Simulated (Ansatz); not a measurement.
**CSe (SMILES [C][Se]) at 6 levels**

Wanted: a comparison of 6 runs (B3LYP/STO-3G, UPBE0/STO-3G, wB97M-V/STO-3G, CCSD(T)/STO-3G, UCCSD(T)/STO-3G, FCI/STO-3G) of CSe. 

Program for the calculation: Ansatz 0.2.0.

47 further runs of the same task are left out: 17 that didn't finish, 30 set aside as unsound or not needed.

**1. The system as given**

CSe: 2 atoms, total charge 0, spin state singlet. SMILES: `[C][Se]`. The Se2–C1 distance was set to 2.089 Å, away from the relaxed value.

Bond lengths: C1–Se2 2.089 Å.

**2. The energy at B3LYP/STO-3G (run 1)**

Input file run.yaml:

```yaml
crystal:
  periodic: [false, false, false]
  atoms:
    - {symbol: C, position_ang: [0.000000, 0.000000, -0.426320]}
    - {symbol: Se, position_ang: [-0.000000, -0.000000, 1.662780]}
basis:
  gaussian: {orbitals: STO-3G}
hamiltonian: {xc: {name: B3LYP}}
accuracy: high
```

Launch:

```sh
$ ansatz run run.yaml --threads 1 --pin off --max-ram 3480MiB --events-out events.jsonl --progress --plain --runs-dir runs
```

Standard output:

```text
Warning: RAYON_NUM_THREADS=1 ignored (pool sized by the plan → 1); use --threads N
Functional definition: B3LYP
  name "B3LYP"
  parameter a0 = 0.2
  parameter ax = 0.72
  parameter ac = 0.81
  exchange = (1 - a0 - ax)*slater_x + ax*b88_x + a0*exact_x
  correlation = (1 - ac)*vwn_rpa_c + ac*lyp_c
291 factors; integrals over basis functions are off by at most 7.2e-9 eV
mean field evaluation 1: about -65637.8514 eV, gradient 3.1e1 eV
mean field evaluation 2: about -65544.0265 eV, gradient 1.1e2 eV
mean field evaluation 4: about -65636.3180 eV, gradient 3.5e1 eV
mean field evaluation 8: about -65642.2419 eV, gradient 1.4e-3 eV
mean field evaluation 16: about -65642.2164 eV, gradient 3.7e-9 eV
mean field -65642.21644724 eV, -2412.3069605439 hartree, gradient 3.7e-9 eV, S^2 0.000000; 0 other end points of the search recorded, 0 dependent functions left out
reference -65642.21646785 eV, -2412.3069613011 hartree; 20, 20 occupied and 3, 3 virtual orbitals, 291 factors
Total energy: -65642.21646785 eV, -2412.3069613011 hartree
```

Run time: 0.44 s. Hardware: 1 thread of Intel Xeon 6975P-C (Granite Rapids), shared host.

**3. The energy at UPBE0/STO-3G (run 2)**

Input file input.yaml:

```yaml
crystal:
  periodic: [false, false, false]
  atoms:
    - {symbol: C, position_ang: [0.000000, 0.000000, -0.426320]}
    - {symbol: Se, position_ang: [-0.000000, -0.000000, 1.662780]}
basis:
  gaussian:
    orbitals: STO-3G
magnetization:
  spin_polarized: true
hamiltonian:
  xc: {name: PBE0}
accuracy: high
```

Launch:

```sh
$ ansatz run input.yaml --threads 1 --pin off --max-ram 3480MiB --events-out events.jsonl --progress --plain --runs-dir runs
```

Standard output:

```text
Warning: RAYON_NUM_THREADS=1 ignored (pool sized by the plan → 1); use --threads N
Functional definition: PBE0
  name "PBE0"
  parameter a = 0.25
  parameter kappa = 0.804
  parameter beta = 0.06672455060314922
  exchange = (1 - a)*pbe_x(kappa = kappa, mu = beta*pi^2/3) + a*exact_x
  correlation = pbe_c(beta = beta)
291 factors; integrals over basis functions are off by at most 7.2e-9 eV
mean field evaluation 1: about -65630.3342 eV, gradient 2.3e1 eV
mean field evaluation 2: about -65537.5686 eV, gradient 7.9e1 eV
mean field evaluation 4: about -65630.3578 eV, gradient 2.3e1 eV
mean field evaluation 8: about -65630.5021 eV, gradient 2.2e1 eV
mean field evaluation 16: about -65635.3113 eV, gradient 1.6e-7 eV
mean field evaluation 32: about -65634.7299 eV, gradient 2.7e0 eV
mean field -65635.38869711 eV, -2412.0560453544 hartree, gradient 8.5e-9 eV, S^2 0.407049; 5 other end points of the search recorded, 0 dependent functions left out
reference -65635.38869805 eV, -2412.0560453890 hartree; 20, 20 occupied and 3, 3 virtual orbitals, 291 factors
Total energy: -65635.38869805 eV, -2412.0560453890 hartree
```

It took 1.5 s on 1 thread of Intel Xeon 6975P-C (Granite Rapids), shared host.

Runs 3 to 5 aren't shown in full; the table further down has their settings and results.

**4. The energy at FCI/STO-3G (run 6)**

Input file job.yaml:

```yaml
crystal:
  periodic: [false, false, false]
  atoms:
    - {symbol: C, position_ang: [0.000000, 0.000000, -0.426320]}
    - {symbol: Se, position_ang: [-0.000000, -0.000000, 1.662780]}
basis:
  gaussian: {orbitals: STO-3G}
correlation: {method: fci, frozen_orbitals: {C: 1, Se: 9}}
accuracy: high
```

Launch:

```sh
$ ansatz run job.yaml --threads 1 --pin off --max-ram 3480MiB --events-out events.jsonl --progress --plain --runs-dir runs
```

Standard output (excerpt; [...] marks lines left out):

```text
Warning: RAYON_NUM_THREADS=1 ignored (pool sized by the plan → 1); use --threads N
Functional definition: HF
  name "HF"
[...]
291 factors; integrals over basis functions are off by at most 7.2e-9 eV
[...]
mean field -65599.11885253 eV, -2410.7231531509 hartree, gradient 1.8e-8 eV, S^2 0.000000; 1 other end points of the search recorded, 0 dependent functions left out; unrestricted orbitals would lower it
unrestricted determinant -65600.78617234 eV, -2410.7844260236 hartree, S^2 1.0283
10 core orbitals not correlated: weight in the atoms' cores, before any rotation towards them, 1.000 or more for the frozen orbitals, at most 0.000 for the correlated occupied ones
reference -65599.11885253 eV, -2410.7231531509 hartree; 10, 10 occupied and 3, 3 virtual orbitals, 291 factors
state -65603.98671149 eV, -2410.9020436680 hartree
Total energy: -65603.98671149 eV, -2410.9020436680 hartree
```

Run time: 0.5 s. Hardware: 1 thread of Intel Xeon 6975P-C (Granite Rapids), shared host.

**5. The series**

| run | level | frozen core orbitals | energy (Eh) | wall time |
| --- | --- | --- | --- | --- |
| 1 | B3LYP/STO-3G | – | -2412.306961 | 0.44 s |
| 2 | UPBE0/STO-3G | – | -2412.056045 | 1.5 s |
| 3 | wB97M-V/STO-3G | – | -2412.395248 | 3.6 s |
| 4 | CCSD(T)/STO-3G | 10 | -2410.902729 | 0.22 s |
| 5 | UCCSD(T)/STO-3G | 10 | -2410.897090 | 2.3 s |
| 6 | FCI/STO-3G | 10 | -2410.902044 | 0.5 s |

**6. Results**

```
                                           quantity           value
                                run 6: total energy  -2410.90204 Eh
run 6: correlation energy (10 core orbitals frozen)      -178.9 mEh
```

Against full CI in this basis: CCSD(T) -0.7 mEh; UCCSD(T) +5.0 mEh. Totals of different functionals can't be ranked against each other. In run 4 the T1 diagnostic is large, so a single reference may not serve. In run 4 the log says that unrestricted orbitals would lower the reference, so the values rest on an unstable closed-shell determinant (other closed-shell runs at this shape may share the fault). In runs 1, 2, 3, 4, 5, 6 the basis is minimal, so the values are rough. Spin contamination of the reference: run 5 ⟨S²⟩ = 1.03, run 2 ⟨S²⟩ = 0.41. Where it is this large, the reference is a mixture of spin states, and values that rest on it are in doubt. All runs together took 8.6 s, the longest 3.6 s.
